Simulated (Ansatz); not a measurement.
# Si₄Ge₂H₁₂: taking an electron away

Aim: the vertical ionisation energy of Si₄Ge₂H₁₂, as cation minus neutral at the neutral's geometry, on several levels, and how well −ε(HOMO) stands in for it.

Computed with Ansatz 0.2.0, Gaussian basis. Level: unrestricted cation, the program's frozen cores in correlated methods.

The runs, in order: UKS PBE-D4/def2-TZVPP; UKS r2SCAN-D4/def2-TZVPP; UKS PBE0-D4/def2-TZVPP; UKS B3LYP-D4/def2-TZVPP; UKS wB97X-V/def2-TZVPP; UKS wB97M-V/def2-TZVPP; UKS B2PLYP/def2-TZVPP; UHF-CCSD(T)/def2-TZVPP; UHF-MP2/def2-QZVPP; extrapolation to the limit; then −ε(HOMO) from the neutral's earlier runs with LDA (SPW92), PBE-D4, revPBE-D4, BLYP-D4, r2SCAN-D4, B97M-V, PBE0-D4, B3LYP-D4, r2SCANh-D4, r2SCAN0-D4, HSE06-D4, BHLYP-D4, CAM-B3LYP-D4, LC-ωPBE, ωB97X-V, ωB97M-V.

## Step 1: The geometry

The geometry comes from an earlier relaxation with PBE0-D4 in a triple-zeta def2 set; it is a stationary point, not always the lowest conformer.

SMILES `[SiH2]1[SiH2][SiH2][GeH2][GeH2][SiH2]1`, 18 atoms, charge 0, spin multiplicity 1.

Atoms are counted from 1 here; the program's logs count them from 0.

Bond lengths: Si1–Si2 2.345 Å, Si1–Si6 2.337 Å, Si1–H7 1.491 Å, Si1–H8 1.490 Å, Si2–Si3 2.343 Å, Si2–H9 1.490 Å, Si2–H10 1.490 Å, Si3–Ge4 2.380 Å, Si3–H11 1.489 Å, Si3–H12 1.490 Å, Ge4–Ge5 2.434 Å, Ge4–H13 1.541 Å, Ge4–H14 1.540 Å, Ge5–Si6 2.386 Å, Ge5–H15 1.541 Å, Ge5–H16 1.541 Å, Si6–H17 1.489 Å, Si6–H18 1.490 Å. Angles: Si2–Si1–Si6 109.0°, Si2–Si1–H7 108.7°, Si2–Si1–H8 110.5°, Si6–Si1–H7 108.0°, Si6–Si1–H8 112.5°, H7–Si1–H8 108.2°, Si1–Si2–Si3 110.6°, Si1–Si2–H9 109.3°, Si1–Si2–H10 109.6°, Si3–Si2–H9 109.7°, Si3–Si2–H10 109.4°, H9–Si2–H10 108.2°, Si2–Si3–Ge4 109.0°, Si2–Si3–H11 110.8°, Si2–Si3–H12 108.9°, Ge4–Si3–H11 112.1°, Ge4–Si3–H12 107.7°, H11–Si3–H12 108.2° and more.

## Step 2: Cation, UKS PBE-D4/def2-TZVPP

File in.yaml:

```yaml
crystal:
  periodic: [false, false, false]
  atoms:
    - {symbol: Si, position_ang: [0.579896, 1.944906, 0.722962]}
    - {symbol: Si, position_ang: [2.144604, 0.203938, 0.864915]}
    - {symbol: Si, position_ang: [1.240277, -1.789743, 0.028938]}
    - {symbol: Ge, position_ang: [-0.215975, -1.279741, -1.782785]}
    - {symbol: Ge, position_ang: [-2.167804, -0.145184, -0.872084]}
    - {symbol: Si, position_ang: [-1.558462, 1.074883, 1.085670]}
    - {symbol: H, position_ang: [0.618682, 2.510525, -0.656193]}
    - {symbol: H, position_ang: [0.921901, 3.032808, 1.681570]}
    - {symbol: H, position_ang: [2.543867, 0.015658, 2.288315]}
    - {symbol: H, position_ang: [3.361970, 0.560447, 0.082965]}
    - {symbol: H, position_ang: [2.320220, -2.735058, -0.369031]}
    - {symbol: H, position_ang: [0.426035, -2.434700, 1.097661]}
    - {symbol: H, position_ang: [0.498848, -0.334937, -2.768185]}
    - {symbol: H, position_ang: [-0.641046, -2.540798, -2.557608]}
    - {symbol: H, position_ang: [-2.739469, 0.823177, -1.925113]}
    - {symbol: H, position_ang: [-3.254077, -1.186880, -0.542849]}
    - {symbol: H, position_ang: [-2.560061, 2.138638, 1.373982]}
    - {symbol: H, position_ang: [-1.519416, 0.142071, 2.246872]}
basis:
  gaussian: {orbitals: def2-TZVPP}
total_charge: 1
magnetization: {spin_polarized: true, initial_magnetization: 1}
hamiltonian: {xc: pbe, dispersion: d4}
```

After this run come: Cation, UKS r2SCAN-D4/def2-TZVPP; Cation, UKS PBE0-D4/def2-TZVPP; Cation, UKS B3LYP-D4/def2-TZVPP; Cation, UKS wB97X-V/def2-TZVPP; Cation, UKS wB97M-V/def2-TZVPP; Cation, UKS B2PLYP (frozen core)/def2-TZVPP; Cation, UHF-CCSD(T)/def2-TZVPP; Cation, UHF-MP2/def2-QZVPP.

Q: Predict the results of all the runs planned. Wanted: ionisation energy, CCSD(T)/CBS; nearest functional by difference; nearest −ε(HOMO); −ε(HOMO) of PBE; T1 of the cation.

**Answer**, as computed:

```
                        quantity               value
  ionisation energy, CCSD(T)/CBS             9.45 eV
nearest functional by difference  ωB97X-V (-0.05 eV)
                nearest −ε(HOMO)  ωB97M-V (+0.09 eV)
                 −ε(HOMO) of PBE             6.61 eV
                T1 of the cation               0.026
```

What this shows: Energy differences with functionals land within 0.68 eV of the reference. −ε(HOMO) of PBE misses by 2.8 eV, since self-interaction lifts the level. Among orbital estimates ωB97M-V comes nearest. Hartree-Fock falls 0.76 eV short, as the neutral has more correlation energy than the cation. Correlated methods include outer-core shells of Ge, which these sets cover unevenly. With outer-core shells in play the reference is unsure by up to some tenths of an eV, so close misses can't be ranked.
